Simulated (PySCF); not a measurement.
# C5H7BGe: the cost of one run

Programs: PySCF 2.14.0, with density-fitted response routines of our own. Each step states its level of theory. These are calculated values for one molecule in the gas phase, unless marked as measured. Atoms are numbered from 0 throughout.

**1. The molecule as given**

14 atoms, charge 0, multiplicity 1; geometry from: GFN2-xTB.

Bonds of the start (Å): C0–C1 1.20, C1–Ge2 1.90, Ge2–B3 2.02, B3–C4 1.48, C4–C5 1.31, C5–C6 1.47, C6–C4 1.55, C0–H7 1.05, Ge2–H8 1.51, Ge2–H9 1.51, B3–H10 1.17, C5–H11 1.06, C6–H12 1.08, C6–H13 1.09.

**2. Excited states and response: CAM-B3LYP/def2-SVPD**

Job settings and geometry (Å):

```
{"job": {"kind": "uv", "xc": "CAM-B3LYP", "basis": "def2-SVPD", "nstates": 8, "ntriplets": 3}, "charge": 0, "multiplicity": 1}
C      2.052623     1.769888     0.965588
C      1.915011     0.687231     0.459633
Ge     1.621196    -1.026174    -0.318518
B     -0.316211    -1.600906    -0.354662
C     -1.349959    -0.581431    -0.051986
C     -2.321603     0.042454     0.576673
C     -1.745902     0.838713    -0.517428
H      2.187383     2.717736     1.404573
H      2.569639    -1.923878     0.435566
H      2.276916    -0.914592    -1.674103
H     -0.606435    -2.699199    -0.636934
H     -2.923216     0.102763     1.450120
H     -2.252497     0.896582    -1.473530
H     -1.107625     1.690340    -0.302092
```

Level: TDDFT CAM-B3LYP/def2-SVPD, vertical, gas phase, core orbitals frozen in the response.

Command:

```bash
OMP_NUM_THREADS=1 python probes_run.py task.json out
```

This one command runs all jobs of the session in turn.

Q: Estimate the wall time and peak memory of this job on 1 thread of Intel Xeon at 2.50GHz, shared host.

About 1.8 min, with a peak of 0.98 GiB.
